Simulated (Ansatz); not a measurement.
## CH5NSeSi, SMILES C1N[SiH2][Se]1: a rigid scan of one bond length, step by step

Program: Ansatz's Python interface.

Notebook, run cell by cell (the value of a cell's last expression is shown):

```python
import ansatz as az
import numpy as np
```

```python
GEOMETRY = """
C    -0.16270    0.90810   -0.66890
N     0.75480    0.44360    0.30580
Si   -0.17220   -1.01210    0.75830
Se   -1.59830   -0.36930   -0.71720
H     0.24980    1.04170   -1.70730
H    -0.60520    1.95260   -0.35080
H     1.63570    0.12080   -0.20220
H     0.60810   -2.22170    0.36620
H    -0.62140   -0.90990    2.19920
"""

geometry = az.Crystal.molecule()
for line in GEOMETRY.strip().splitlines():
    symbol, *xyz = line.split()
    geometry = geometry.atom(symbol, [float(v) for v in xyz])
```

```python
symbols = [site.symbol for site in geometry.cartesian_sites]
start = np.array([site.position_ang for site in geometry.cartesian_sites])
axis = (start[5] - start[0]) / np.linalg.norm(start[5] - start[0])
moving = [5]
lengths, energies = [1.0, 1.08, 1.18, 1.3, 1.47, 1.77, 2.12, 2.59], []
for length in lengths:
    xyz = start.copy()
    xyz[moving] += (length - np.linalg.norm(start[5] - start[0])) * axis
    point = az.Crystal.molecule()
    for symbol, xyz in zip(symbols, xyz):
        point = point.atom(symbol, xyz.tolist())
    job = (
        point.calculation()
        .basis(gaussian="def2-SVP")
        .functional("r2scan")
        .spin("collinear")
    )
    rep = job.run(threads=1, pin="off").report
    energies.append(rep["free_energy_ev"])
    print(f"r = {length:6.3f} A  E = {energies[-1]:.5f} eV  <S^2> = {abs(rep['mean_field']['state']['spin_squared']):.3f}")
```

    r =  1.000 A  E = -75820.53790 eV  <S^2> = 0.000
    r =  1.080 A  E = -75820.74637 eV  <S^2> = 0.000
    r =  1.180 A  E = -75820.68486 eV  <S^2> = 0.000
    r =  1.300 A  E = -75820.35542 eV  <S^2> = 0.000
    r =  1.470 A  E = -75819.70140 eV  <S^2> = 0.000
    r =  1.770 A  E = -75818.53509 eV  <S^2> = 0.000
    r =  2.120 A  E = -75817.51128 eV  <S^2> = 0.338
    r =  2.590 A  E = -75816.97286 eV  <S^2> = 0.764

```python
print("energy above the lowest point (eV):", [round(e - min(energies), 3) for e in energies])
```

    energy above the lowest point (eV): [0.208, 0.0, 0.062, 0.391, 1.045, 2.211, 3.235, 3.774]

Reading the output:
- Total energies depend on the basis set; only differences at equal settings carry meaning.
- The rest of the molecule is held rigid at a force-field or estimated start geometry, and the basis set is modest; single-reference methods fail as a bond breaks.
- The expectation value of S² is noticeably off S(S+1) in at least one run, so that state is spin-contaminated.
- Run time: 97 s on 1 thread of Intel(R) Xeon(R) 6975P-C (Granite Rapids), on a shared host, peak memory 0.38 GiB.

(Lines on the test bed's own set-up are left out of the output.)
